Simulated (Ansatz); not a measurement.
## Molecular dynamics of LiVP2HO8

Input:

```yaml
crystal:
  lattice:
    - [4.874792, 0.0, 0.0]
    - [0.0, 8.012402, 0.0]
    - [-1.941314, 0.0, 7.224727]
  atoms:
    - { symbol: Li, position: [0.8495705, 0.372999, 0.396158] }
    - { symbol: Li, position: [0.1504295, 0.872999, 0.603842] }
    - { symbol: V, position: [0.2589955, 0.49843, 0.764702], spin: 1.5 }
    - { symbol: V, position: [0.7410045, 0.99843, 0.235298], spin: 1.5 }
    - { symbol: H, position: [0.2889885, 0.51145, 0.263761] }
    - { symbol: H, position: [0.7110115, 0.01145, 0.736239] }
    - { symbol: P, position: [0.8833165, 0.347788, 0.018872] }
    - { symbol: P, position: [0.1166835, 0.847788, 0.981128] }
    - { symbol: P, position: [0.3743605, 0.156505, 0.510383] }
    - { symbol: P, position: [0.6256395, 0.656505, 0.489617] }
    - { symbol: O, position: [0.8895295, 0.553307, 0.596132] }
    - { symbol: O, position: [0.7888865, 0.173088, 0.064543] }
    - { symbol: O, position: [0.9238355, 0.83337, 0.114969] }
    - { symbol: O, position: [0.0121025, 0.442633, 0.196303] }
    - { symbol: O, position: [0.1104705, 0.053307, 0.403868] }
    - { symbol: O, position: [0.2713335, 0.326081, 0.563573] }
    - { symbol: O, position: [0.9878975, 0.942633, 0.803697] }
    - { symbol: O, position: [0.0761645, 0.33337, 0.885031] }
    - { symbol: O, position: [0.4126435, 0.676404, 0.609711] }
    - { symbol: O, position: [0.4967785, 0.049326, 0.686617] }
    - { symbol: O, position: [0.2111135, 0.673088, 0.935457] }
    - { symbol: O, position: [0.3906775, 0.943387, 0.097066] }
    - { symbol: O, position: [0.5032215, 0.549326, 0.313383] }
    - { symbol: O, position: [0.5873565, 0.176404, 0.390289] }
    - { symbol: O, position: [0.7286665, 0.826081, 0.436427] }
    - { symbol: O, position: [0.6093225, 0.443387, 0.902934] }
magnetization:
  spin_polarized: true
basis:
  ecutwfc: 420.0
kpoints:
  mp_grid: { grid: [2, 1, 1] }
hamiltonian:
  xc: pbesol
scf:
  occupations: { method: fermi_dirac, width: 0.05 }
  lower_state_search: "off"
md:
  timestep: 0.5
  n_steps: 60
  ensemble: npt_langevin
  temperature: 500.0
  initial_velocities: maxwell_boltzmann
  seed: 661914
  friction: 0.005
  pressure: 0.0
  fix_cell: [shape]
```

Command:

```bash
$ ansatz run input.yaml --threads 1 --pin off --max-ram 3072MiB --backend cpu --events-out ev --progress --plain --runs-dir out
```

It starts from an unrelaxed structure (largest force component 0.54 eV/Å).

Output, in part (step lines):

```
md step     0: t =     0.00 fs  T =   480.8 K  F+E_penalty+E_count = -18156.94978207 eV  E_kin = 1.615750 eV  conserved = -18155.57715193 eV  P_inst = -4.2860 GPa  V = 282.1891 Å³  selection 1  (26 SCF iters)
md step     1: t =     0.50 fs  T =   470.7 K  F+E_penalty+E_count = -18156.94154956 eV  E_kin = 1.582002 eV  conserved = -18155.57707801 eV  P_inst = -4.1143 GPa  V = 282.1720 Å³  selection 1  (11 SCF iters)
md step     2: t =     1.00 fs  T =   461.2 K  F+E_penalty+E_count = -18156.92115813 eV  E_kin = 1.549816 eV  conserved = -18155.57702649 eV  P_inst = -3.9188 GPa  V = 282.1281 Å³  selection 1  (10 SCF iters)
md step     3: t =     1.50 fs  T =   455.3 K  F+E_penalty+E_count = -18156.89014869 eV  E_kin = 1.530134 eV  conserved = -18155.57674340 eV  P_inst = -3.7062 GPa  V = 282.0676 Å³  selection 1  (10 SCF iters)
md step     4: t =     2.00 fs  T =   442.8 K  F+E_penalty+E_count = -18156.85327570 eV  E_kin = 1.488034 eV  conserved = -18155.57640834 eV  P_inst = -3.5049 GPa  V = 281.9891 Å³  selection 1  (10 SCF iters)
md step     5: t =     2.50 fs  T =   428.3 K  F+E_penalty+E_count = -18156.81589795 eV  E_kin = 1.439428 eV  conserved = -18155.57610311 eV  P_inst = -3.3187 GPa  V = 281.8885 Å³  selection 1  (10 SCF iters)
md step     6: t =     3.00 fs  T =   425.5 K  F+E_penalty+E_count = -18156.78168046 eV  E_kin = 1.429843 eV  conserved = -18155.57602706 eV  P_inst = -3.1446 GPa  V = 281.7731 Å³  selection 1  (10 SCF iters)
md step     7: t =     3.50 fs  T =   424.1 K  F+E_penalty+E_count = -18156.75043612 eV  E_kin = 1.425235 eV  conserved = -18155.57606113 eV  P_inst = -3.0028 GPa  V = 281.6563 Å³  selection 1  (10 SCF iters)
[... lines left out ...]
```

The steps, from the saved trajectory:

```csv
time (fs),T (K),potential energy less start (eV),conserved less start (meV/atom),P (GPa),volume (Å³)
0.0,481,0.000,0.00,-4.3,282.2
1.0,461,0.029,0.00,-3.9,282.1
2.0,443,0.097,0.03,-3.5,282.0
3.0,425,0.168,0.04,-3.1,281.8
4.0,418,0.228,0.04,-2.9,281.5
5.0,393,0.280,0.03,-2.7,281.3
6.0,375,0.343,0.03,-2.6,280.9
7.0,347,0.418,0.04,-2.4,280.5
8.0,326,0.491,0.05,-2.2,280.1
9.0,309,0.554,0.05,-1.9,279.7
10.0,288,0.602,0.05,-1.8,279.2
11.0,269,0.636,0.05,-1.6,278.8
12.0,272,0.659,0.05,-1.4,278.3
13.0,256,0.680,0.05,-1.1,277.7
14.0,244,0.700,0.04,-0.8,277.1
15.0,235,0.717,0.04,-0.5,276.5
16.0,201,0.735,0.04,-0.2,275.9
17.0,201,0.753,0.05,0.0,275.2
18.0,204,0.771,0.05,0.3,274.6
19.0,203,0.786,0.05,0.6,274.1
20.0,195,0.800,0.05,0.9,273.5
21.0,192,0.809,0.05,1.2,273.0
22.0,202,0.816,0.05,1.6,272.5
23.0,208,0.827,0.05,1.9,272.0
24.0,212,0.840,0.05,2.3,271.5
25.0,217,0.850,0.05,2.7,271.1
26.0,210,0.856,0.05,3.0,270.7
27.0,225,0.855,0.05,3.3,270.4
28.0,227,0.849,0.04,3.4,270.1
29.0,236,0.843,0.04,3.5,269.8
30.0,235,0.834,0.04,3.6,269.6
```

The run went to its last step. The conserved energy stayed within 0.052 meV per atom of its start (net change 0.043 meV per atom), so the integration is sound. The mean temperature of the second half is 58 % below the set value. A run of 0.03 ps of so small a system gives no equilibrium averages. No Hubbard correction was used and the magnetic state wasn't searched. Limits of this set-up: coarse k mesh. The cell's volume went from 282 to 270 Å³.

Mean squared displacements from the first frame to the last, about the centre of mass, the cell's change included: Li 0.13 Å², V 0.00 Å², H 0.04 Å², P 0.01 Å², O 0.02 Å².

Last frame:

```xyz
26
Lattice="4.8014 0.0000 0.0000 0.0000 7.8918 0.0000 -1.9121 0.0000 7.1160" Properties=species:S:1:pos:R:3
Li 3.360 2.985 2.773
Li -0.543 6.643 3.902
V -0.226 3.933 5.511
V 3.096 7.913 1.736
H 0.898 3.915 1.911
H 2.230 0.118 5.196
P 4.188 2.765 0.072
P -1.286 6.752 7.011
P 0.827 1.094 3.672
P 2.029 5.138 3.548
O 3.087 4.414 4.332
O 3.572 1.431 0.558
O 4.179 6.655 0.799
O -0.305 3.540 1.325
O -0.170 0.303 2.826
O 0.144 2.405 4.071
O 3.306 7.561 5.733
O -1.373 2.631 6.120
O 0.715 5.320 4.320
O 1.200 0.244 4.857
O -0.702 5.350 6.647
O 1.709 7.523 0.761
O 1.808 4.286 2.280
O 2.099 1.308 2.789
O 2.609 6.462 3.028
O 1.213 3.561 6.428
```

The run took 9.5 min on 1 thread of Arm Neoverse V2, on a shared host, peak memory 0.68 GiB.
